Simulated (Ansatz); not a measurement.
**Al3SiNi: what a guessed cell relaxes into**

The task: take a trial cell of Al3SiNi to zero force and stress.

Method: DFT PBE, scalar-relativistic, plane waves, PAW, in Ansatz 0.2.0.

## 1. The structure to begin with

The structure is cubic, space group Pm-3m (No. 221). Conventional cell: a = 4.014 Å, b = 4.014 Å, c = 4.014 Å, α = 90.00°, β = 90.00°, γ = 90.00°. Al (site symmetry 4/mmm) has 2 Si at 2.01 Å as nearest neighbours. Si (site symmetry m-3m) is surrounded by 6 Al at 2.01 Å. Ni (site symmetry m-3m) is surrounded by 12 Al at 2.84 Å.

Coordinates:

```cif
data_structure
_symmetry_space_group_name_H-M 'Pm-3m'
_symmetry_Int_Tables_number 221
_cell_length_a 4.0141
_cell_length_b 4.0141
_cell_length_c 4.0141
_cell_angle_alpha 90.000
_cell_angle_beta 90.000
_cell_angle_gamma 90.000
_cell_volume 64.68
loop_
_atom_site_label
_atom_site_type_symbol
_atom_site_symmetry_multiplicity
_atom_site_Wyckoff_symbol
_atom_site_fract_x
_atom_site_fract_y
_atom_site_fract_z
_atom_site_occupancy
Al1 Al 3 c 0.00000 0.50000 0.50000 1
Si1 Si 1 b 0.50000 0.50000 0.50000 1
Ni1 Ni 1 a 0.00000 0.00000 0.00000 1
```

A structure generator made this guess: species swapped into a database cell of Mn3GaC (Pm-3m, No. 221), with Al on the Mn sites, Ni on the Ga sites and Si on the C sites. Lengths come from tabulated atomic sizes and are only a guess.

## 2. A first look at the guess

input.yaml reads:

```yaml
crystal:
  lattice:
    - [4.01413909, 0.0, 0.0]
    - [0.0, 4.01413909, 0.0]
    - [0.0, 0.0, 4.01413909]
  atoms:
    - { symbol: Al, position: [0.0, 0.5, 0.5] }
    - { symbol: Al, position: [0.5, 0.5, 0.0] }
    - { symbol: Al, position: [0.5, 0.0, 0.5] }
    - { symbol: Si, position: [0.5, 0.5, 0.5] }
    - { symbol: Ni, position: [0.0, 0.0, 0.0], spin: 2.0 }
basis:
  ecutwfc: 420
kpoints:
  mp_grid: { grid: [4, 4, 4] }
hamiltonian:
  xc: pbe
scf:
  occupations: { method: gaussian, width: 0.1 }
  lower_state_search: "off"
output:
  forces: true
  stress: true
  eigenvalues: true
  populations: true
magnetization:
  spin_polarized: true
```

The run is started by

```sh
$ ansatz run input.yaml --threads 1 --pin off --max-ram 2560MiB --backend cpu --events-out ev --progress --plain --runs-dir out
```

The session goes on with these runs: coarse relaxation; final relaxation.

What does the calculation give? Wanted: conventional cell; volume; energy over the elements; gap on the mesh.

The runs gave:

| quantity | value |
| --- | --- |
| symmetry at the end (tolerance 0.05 Å) | space group Pm-3m (No. 221) |
| conventional cell | a = 4.692 Å, b = 4.692 Å, c = 4.692 Å, α = 90.00°, β = 90.00°, γ = 90.00° |
| volume | 20.66 Å³/atom |
| energy over the elements | +0.88 eV/atom |
| gap on the mesh | none (metal) |

The space group Pm-3m (No. 221) is kept, and the volume per atom grows by 59.7 % from the first guess. With a positive formation energy it can't be a ground state. No finished test with a distortion of lower symmetry is shown, so the end may be a saddle point. A spin-polarised run here lost its starting moments, which speaks against magnetism, though one start doesn't rule it out. Other magnetic orders were not searched.
